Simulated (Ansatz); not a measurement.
# C5H4ClF5O2Ti: up Jacob's ladder to CCSD(T)

An exercise on one series of results from a longer session: the logs are not shown, and one member is left open.

Method: functionals in def2-TZVPP, the program's frozen cores in correlated methods; program: Ansatz 0.2.0, Gaussian basis.

The runs, in order: LDA (SPW92), PBE-D4, revPBE-D4, BLYP-D4, r2SCAN-D4, B97M-V, PBE0-D4, B3LYP-D4, r2SCANh-D4, r2SCAN0-D4, HSE06-D4, BHLYP-D4, CAM-B3LYP-D4, LC-ωPBE, ωB97X-V, ωB97M-V, B2PLYP, PBE-QIDH; CCSD(T)/def2-SVP; CCSD(T)/def2-TZVPP; MP2/def2-QZVPP; extrapolation to the limit; RPA on PBE.

**Structure used throughout**

An earlier PBE0-D4 in a triple-zeta def2 set relaxation fixed the geometry.

SMILES `CC1=CC(C(F)(F)F)=[O+][Ti-]([F])([F])([Cl])[O]1`, 18 atoms, charge 0, spin multiplicity 1.

Atoms are counted from 1 here; the program's logs count them from 0.

Bond lengths: C1–C2 1.489 Å, C1–H15 1.092 Å, C1–H16 1.088 Å, C1–H17 1.093 Å, C2–C3 1.413 Å, C2–O14 1.254 Å, C3–C4 1.367 Å, C3–H18 1.078 Å, C4–C5 1.531 Å, C4–O9 1.275 Å, C5–F6 1.329 Å, C5–F7 1.330 Å, C5–F8 1.333 Å, O9–Ti10 1.949 Å, Ti10–F11 1.747 Å, Ti10–F12 1.753 Å, Ti10–Cl13 2.195 Å, Ti10–O14 2.038 Å. Angles: C2–C1–H15 109.1°, C2–C1–H16 112.4°, C2–C1–H17 108.6°, H15–C1–H16 110.1°, H15–C1–H17 106.9°, H16–C1–H17 109.6°, C1–C2–C3 120.9°, C1–C2–O14 117.3°, C3–C2–O14 121.8°, C2–C3–C4 119.5°, C2–C3–H18 120.4°, C4–C3–H18 120.1°, C3–C4–C5 120.4°, C3–C4–O9 126.9°, C5–C4–O9 112.7°, C4–C5–F6 110.1°, C4–C5–F7 110.0°, C4–C5–F8 111.9° and more.

Set-up of the first run:

File in.yaml:

```yaml
crystal:
  periodic: [false, false, false]
  atoms:
    - {symbol: C, position_ang: [-1.264966, -1.325997, 2.073843]}
    - {symbol: C, position_ang: [-0.458366, -0.714298, 0.981728]}
    - {symbol: C, position_ang: [-1.027066, 0.236316, 0.104212]}
    - {symbol: C, position_ang: [-0.262636, 0.775130, -0.892768]}
    - {symbol: C, position_ang: [-0.865831, 1.783916, -1.873650]}
    - {symbol: F, position_ang: [-0.200923, 2.933496, -1.813241]}
    - {symbol: F, position_ang: [-0.785766, 1.315463, -3.115575]}
    - {symbol: F, position_ang: [-2.148045, 2.031292, -1.605179]}
    - {symbol: O, position_ang: [0.965493, 0.529742, -1.133144]}
    - {symbol: Ti, position_ang: [2.336848, -0.557261, -0.274330]}
    - {symbol: F, position_ang: [2.585672, -2.273482, -0.486285]}
    - {symbol: F, position_ang: [3.407352, -0.014590, -1.552604]}
    - {symbol: Cl, position_ang: [3.333203, 0.316373, 1.475391]}
    - {symbol: O, position_ang: [0.736605, -1.078512, 0.875607]}
    - {symbol: H, position_ang: [-1.207268, -2.413622, 1.993913]}
    - {symbol: H, position_ang: [-2.304315, -1.004737, 2.052249]}
    - {symbol: H, position_ang: [-0.817009, -1.052853, 3.032999]}
    - {symbol: H, position_ang: [-2.060681, 0.524923, 0.208733]}
basis:
  gaussian: {orbitals: def2-TZVPP}
hamiltonian: {xc: lda}
output: {orbitals: {seedname: orbitals}}
```

Started as:

```bash
$ ansatz run in.yaml --threads 11 --pin off --events-out ev --progress --plain --max-ram 120832MiB --backend cuda --devices 0, --max-vram 75GiB
```

Steps of the session up to this table: LDA; PBE-D4 (GGA); revPBE-D4 (GGA); BLYP-D4 (GGA); r2SCAN-D4 (meta-GGA); B97M-V (meta-GGA); PBE0-D4 (hybrid); B3LYP-D4 (hybrid); r2SCANh-D4 (hybrid); r2SCAN0-D4 (hybrid); HSE06-D4 (hybrid); BHLYP-D4 (hybrid); CAM-B3LYP-D4 (range-separated); LC-ωPBE (range-separated); ωB97X-V (range-separated); ωB97M-V (range-separated); B2PLYP (double hybrid); PBE-QIDH (double hybrid).

One of the session's tables, all rows but one given; the rest of the session is left out.

It belongs to the step «Frontier levels by functional». 

```
  functional  HOMO (eV)  LUMO (eV)  gap (eV)
 LDA (SPW92)      -7.56      -4.31      3.25
      PBE-D4      -7.31      -4.02      3.28
   revPBE-D4      -7.21      -3.92      3.30
     BLYP-D4      -7.17      -3.91      3.26
   r2SCAN-D4      -7.59      -3.99      3.60
      B97M-V      -7.59      -3.95      3.64
     PBE0-D4      -8.50      -3.25      5.25
    B3LYP-D4      -8.29      -3.47      4.82
  r2SCANh-D4      -8.03      -3.69      4.34
  r2SCAN0-D4          ?          ?         ?
    HSE06-D4      -8.10      -3.63      4.47
    BHLYP-D4      -9.56      -2.29      7.27
CAM-B3LYP-D4      -9.78      -2.20      7.58
     LC-ωPBE     -11.02      -1.11      9.91
     ωB97X-V     -10.69      -1.11      9.58
     ωB97M-V     -10.60      -1.14      9.46
```

Estimate the missing values for r2SCAN0-D4.

Worked estimate for «HOMO (eV)». Against the share of exact exchange, r2SCAN-D4 (0, -7.59), r2SCANh-D4 (0.1, -8.03) give a slope of -4.40 per unit share; at 0.25 the line stands at -8.69.

**Answer.** HOMO (eV): -8.69; LUMO (eV): -3.22; gap (eV): 5.47. In «HOMO (eV)» the line misses by 0.00.
